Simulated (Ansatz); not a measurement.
**BeBH3 (singlet): wave-function methods side by side at distance B1–Be2 = 2.580 Å, cc-pVDZ**

Aim: climb from Hartree-Fock through coupled cluster and multireference methods for BeBH3 (singlet) at one geometry and basis, and see what each rung misses.

Computed with Ansatz 0.2.0, Gaussian basis. Level: cc-pVDZ, core rule «outside noble gas», up to 2 orbitals frozen.

Plan: UHF; CCSD(T) on RHF; BCCD(T) on RHF; CISD; CCSDT(Q) on RHF; CASSCF and MRCISD+Q, 2 electrons in 2 orbitals; CASSCF and NEVPT2, 2 electrons in 2 orbitals.

18 further runs of the same task are left out: 4 for a mislabelled method, 10 that didn't finish, 4 set aside as unsound or not needed.

**1. The geometry**

The geometry derives from a PBE0/def2-TZVP stationary point (not a proven minimum). One bond is set to the value named and the two fragments are kept rigid.

5 atoms, charge 0, spin multiplicity 1.

Atoms are counted from 1 here; the program's logs count them from 0.

Bond lengths: B1–H3 1.202 Å, B1–H4 1.202 Å, Be2–H5 1.341 Å. Angles: H3–B1–H4 113.2°.

**2. UHF**

in.yaml reads:

```yaml
crystal:
  periodic: [false, false, false]
  atoms:
    - {symbol: B, position_ang: [0.000000, 0.000000, 1.132296]}
    - {symbol: Be, position_ang: [0.000000, 0.000000, -1.447704]}
    - {symbol: H, position_ang: [0.000000, 1.003181, 1.794152]}
    - {symbol: H, position_ang: [0.000000, -1.003180, 1.794152]}
    - {symbol: H, position_ang: [0.000000, 0.000000, -2.788933]}
basis:
  gaussian: {orbitals: cc-pVDZ}
magnetization: {spin_polarized: true, initial_magnetization: 0}
hamiltonian: {xc: hf}
output: {orbitals: {seedname: orbitals}}
```

Command:

```bash
$ ansatz run in.yaml --threads 1 --pin off --events-out ev --progress --plain --max-ram 2393MiB
```

After this run come: CCSD(T) on RHF; BCCD(T) on RHF; CISD; CCSDT(Q) on RHF; CASSCF and MRCISD+Q, 2 electrons in 2 orbitals; CASSCF and NEVPT2, 2 electrons in 2 orbitals.

Q: Predict the results of all the runs planned. Wanted: RCCSDT(Q) below the RHF energy; RMP2 from RCCSDT(Q); RCCSD from RCCSDT(Q); RCCSD(T) from RCCSDT(Q); NEVPT2 pair from RCCSDT(Q); MRCISD+Q pair from RCCSDT(Q); T1 diagnostic.

The runs gave:

| quantity | value |
| --- | --- |
| RCCSDT(Q) below the RHF energy | -4.3885 eV |
| RMP2 from RCCSDT(Q) | +1049.6 meV |
| RCCSD from RCCSDT(Q) | +114.7 meV |
| RCCSD(T) from RCCSDT(Q) | +27.0 meV |
| NEVPT2 pair from RCCSDT(Q) | +976.9 meV |
| MRCISD+Q pair from RCCSDT(Q) | -3.1 meV |
| levels within 1 kcal/mol (43 meV) | RCCSD(T), BCCD(T), RCCSDT, MRCISD+Q pair |
| T1 diagnostic | 0.009 |

**Reading.** RCCSD(T) lands +27.0 meV from the yardstick (0.6 % of the correlation energy). Of the multireference levels listed MRCISD+Q pair comes nearest in total energy (-3.1 meV), which doesn't show that its space is the better one. These misses are within one basis, not against nature.
